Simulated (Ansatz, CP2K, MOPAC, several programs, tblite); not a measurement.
Energy against volume for a 2-atom cell of PbTe started from a crystallographic database, at fixed shape and fractional coordinates, computed by several methods (PBE and r2SCAN, where shown, with plane waves in Ansatz); the cell shown is that of r2SCAN. The symmetry is Fm-3m (No. 225, cubic); conventional cell a = 6.536 Å, 34.90 Å³ an atom. Te is surrounded by 6 Pb at 3.27 Å; Pb is surrounded by 6 Te at 3.27 Å. (Simulation; spin polarisation is off.) Energies count from each curve's lowest point; fits are third-order Birch-Murnaghan.

```
Te Pb
1.0
     0.00000    3.26786    3.26786
     3.26786    0.00000    3.26786
     3.26786    3.26786    0.00000
Te Pb
1 1
Cartesian
  3.2679 3.2679 3.2679
  0.0000 0.0000 0.0000
```

GFN2-xTB (tblite), on the shape of the cell shown, as a cluster of 64 atoms at the zone centre:
```tsv
V (Å³/atom)	E (meV/atom)
30.709	0.66
32.803	0.00
34.897	40.28
36.991	103.37
39.085	193.51
```
The points scatter about a smooth fit, a numerical artefact, so no fit is quoted.

PM7 (MOPAC), on the shape of the cell shown, as a cluster of 64 atoms at the zone centre:
```csv
V (Å³/atom),E (meV/atom)
30.709,0.00
32.803,236.68
34.897,520.10
36.991,778.75
39.085,1022.33
```
The lowest point is an end point, so the minimum isn't bracketed.

GFN1-xTB (tblite), on the shape of the cell shown, as a cluster of 64 atoms at the zone centre:
```csv
V (Å³/atom),E (meV/atom)
30.709,0.00
32.803,22.34
34.897,103.79
36.991,222.05
39.085,362.55
```
The lowest point is an end point, so the minimum isn't bracketed.

PBE/DZVP (CP2K), on the shape of the cell shown:
```tsv
V (Å³/atom)	E (meV/atom)
30.709	97.61
32.803	26.02
34.897	0.00
36.991	6.76
39.085	37.12
```
V₀ = 35.42 Å³ an atom and B₀ = 39 GPa.

PBE, on the shape of its own relaxed cell:
```
V (Å³/atom)  E (meV/atom)
     33.354         16.58
     34.419          3.76
     35.483          0.00
     36.548          3.94
     37.612         14.39
```
V₀ = 35.44 Å³ an atom and B₀ = 39 GPa.
